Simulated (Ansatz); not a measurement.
# H8OSi3: the cost of one run

Computed with Ansatz 0.2.0 (DFT PBE, Gaussian basis def2-tzvp, unless a step's input says otherwise).

## (1) Starting point

Bond lengths: Si1–H2 1.480 Å, Si1–H3 1.480 Å, Si1–O4 1.650 Å, O4–Si5 1.650 Å, Si5–H6 1.486 Å, Si5–H7 1.486 Å, Si5–H8 1.486 Å, Si1–Si9 2.350 Å, Si9–H10 1.486 Å, Si9–H11 1.486 Å, Si9–H12 1.486 Å. Angles (14 of 19 angles, heavy atoms first): O4–Si1–Si9 109.5°, Si1–O4–Si5 143.1°, H2–Si1–O4 109.5°, H2–Si1–Si9 109.5°, H3–Si1–O4 109.5°, H3–Si1–Si9 109.5°, O4–Si5–H6 109.5°, O4–Si5–H7 109.5°, O4–Si5–H8 109.5°, Si1–Si9–H10 109.5°, Si1–Si9–H11 109.5°, Si1–Si9–H12 109.5°, H2–Si1–H3 109.5°, H6–Si5–H7 109.4°.

Structure file:

```xyz
12

Si    0.0000    0.0000    0.0000
H     0.8545    0.8545    0.8545
H     0.8545   -0.8545   -0.8545
O    -0.9526    0.9526   -0.9526
Si   -1.4501    1.1856   -2.5085
H    -0.3866    0.7337   -3.4422
H    -2.6890    0.4038   -2.7554
H    -1.7228    2.6288   -2.7312
Si   -1.3568   -1.3568    1.3568
H    -2.7834   -1.0000    1.1460
H    -1.1464   -2.7834    0.9996
H    -1.0002   -1.1458    2.7834
```

## (2) Relaxing the atoms: H8OSi3

File input.yaml:

```yaml
relax:
  f_tol: 0.001
  max_steps: 200
crystal:
  periodic: [false, false, false]
  atoms:
    - { symbol: Si, position_ang: [0.0, 0.0, 0.0] }
    - { symbol: H, position_ang: [0.85448, 0.85448, 0.85448] }
    - { symbol: H, position_ang: [0.85448, -0.85448, -0.85448] }
    - { symbol: O, position_ang: [-0.95263, 0.95263, -0.95263] }
    - { symbol: Si, position_ang: [-1.45014, 1.18555, -2.5085] }
    - { symbol: H, position_ang: [-0.38665, 0.7337, -3.44221] }
    - { symbol: H, position_ang: [-2.68905, 0.40379, -2.75537] }
    - { symbol: H, position_ang: [-1.72279, 2.62883, -2.73124] }
    - { symbol: Si, position_ang: [-1.35677, -1.35677, 1.35677] }
    - { symbol: H, position_ang: [-2.78341, -0.99998, 1.14601] }
    - { symbol: H, position_ang: [-1.14642, -2.78337, 0.99961] }
    - { symbol: H, position_ang: [-1.00018, -1.1458, 2.78342] }
basis:
  gaussian: { orbitals: def2-tzvp }
hamiltonian:
  xc: pbe
```

Command:

```console
$ ansatz run input.yaml --threads 8 --pin off --max-ram 8192MiB --backend cpu --events-out ev --progress --plain --runs-dir out
```

Q: Estimate wall time and peak memory on 8 threads of Arm Neoverse N1, shared host.

About 85 s, with a peak of 0.26 GiB.
